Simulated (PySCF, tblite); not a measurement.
**C5H10F2O: geometry, infrared bands and NMR shifts**

Aim: predict the infrared bands and NMR shifts of C5H10F2O (`CCCCOC(F)F`).

Computed with tblite 0.8.0 and PySCF 2.14.0, with density-fitted response routines of our own, on a single molecule in the gas phase. Atoms are numbered from 0 throughout.

## 1. The molecule as given

18 atoms, charge 0, multiplicity 1; geometry from: force field or distance geometry start.

Bonds of the start (Å): C0–C1 1.51, C1–C2 1.50, C2–C3 1.51, C3–O4 1.38, O4–C5 1.37, C5–F6 1.39, C5–F7 1.39, C0–H8 1.10, C0–H9 1.13, C0–H10 1.10, C1–H11 1.09, C1–H12 1.13, C2–H13 1.12, C2–H14 1.14, C3–H15 1.14, C3–H16 1.10, C5–H17 1.11.

## 2. Geometry optimisation with GFN2-xTB

Job settings and geometry (Å):

```
{"job": {"kind": "relax", "xc": "GFN2-xTB", "basis": "xTB"}, "charge": 0, "multiplicity": 1}
C     -2.177600    -1.074400    -0.439000
C     -1.092400    -0.290800     0.251900
C     -0.389100     0.535500    -0.783300
C      0.731300     1.383400    -0.237600
O      1.742200     0.666600     0.371300
C      2.409900    -0.236300    -0.420900
F      2.195800    -1.528800     0.032200
F      3.781100     0.012600    -0.482400
H     -1.730600    -1.904700    -1.005400
H     -2.618000    -0.372700    -1.207400
H     -3.013400    -1.355200     0.223400
H     -1.508200     0.252600     1.106000
H     -0.396900    -1.072500     0.690300
H     -0.060400    -0.145000    -1.614700
H     -1.166800     1.235300    -1.240000
H      0.246100     1.971600     0.614600
H      1.072000     2.138100    -0.958300
H      1.966300    -0.208900    -1.441900
```

Command:

```bash
> OMP_NUM_THREADS=1 python probes_run.py task.json out
```

One launch serves the whole session: the jobs run in the order shown.

**Question.** This job is followed by: GFN2-xTB harmonic vibrations, gas phase; GIAO PBE0/pcSseg-1 NMR shielding, non-relativistic, gas phase. What will the session give for the following? strongest single infrared mode (GFN2-xTB); zero-point energy (GFN2-xTB); 13C shifts against TMS (PBE0/pcSseg-1); 1H shifts against TMS (PBE0/pcSseg-1, means over atoms taken as alike); 17O shifts against H2O (PBE0/pcSseg-1); 19F shifts against CFCl3 (PBE0/pcSseg-1, means over atoms taken as alike); surface potential, 1st and 99th percentile.

The runs gave:

| quantity | value |
| --- | --- |
| strongest single infrared mode (GFN2-xTB) | 966 cm⁻¹, 239 km/mol |
| zero-point energy (GFN2-xTB) | 92.2 kcal/mol |
| 13C shifts against TMS (PBE0/pcSseg-1) | 127.7, 74.5, 37.9, 23.8, 16.5 ppm |
| 1H shifts against TMS (PBE0/pcSseg-1, means over atoms taken as alike) | 6.18, 4.09, 1.64, 1.43, 1.05 ppm |
| 17O shifts against H2O (PBE0/pcSseg-1) | 111.5 ppm |
| 19F shifts against CFCl3 (PBE0/pcSseg-1, means over atoms taken as alike) | -90.9 ppm |
| surface potential, 1st and 99th percentile | -1.15 V and 1.33 V |

What this shows: Relaxing lowered the energy by 0.626 eV in 98 steps; the close pair that moved most is C3–H15, from 1.144 to 1.091 Å. All 48 modes are real, so the xTB geometry is a minimum. The strongest single mode, at 966 cm⁻¹, moves mainly C5. GFN2-xTB is a fitted tight-binding method: band positions and strengths are rough. Its intensities can rank the bands wrongly. H17 (hydrogen on an sp3 CH bonded to 2 F and O) lies farthest downfield among hydrogen, at 6.18 ppm; its carbon carries F and O, an electronegative neighbour. At PBE0/pcSseg-1: The widest tensor belongs to F6, F7: span 177 ppm, with a paramagnetic part of -210 ppm.
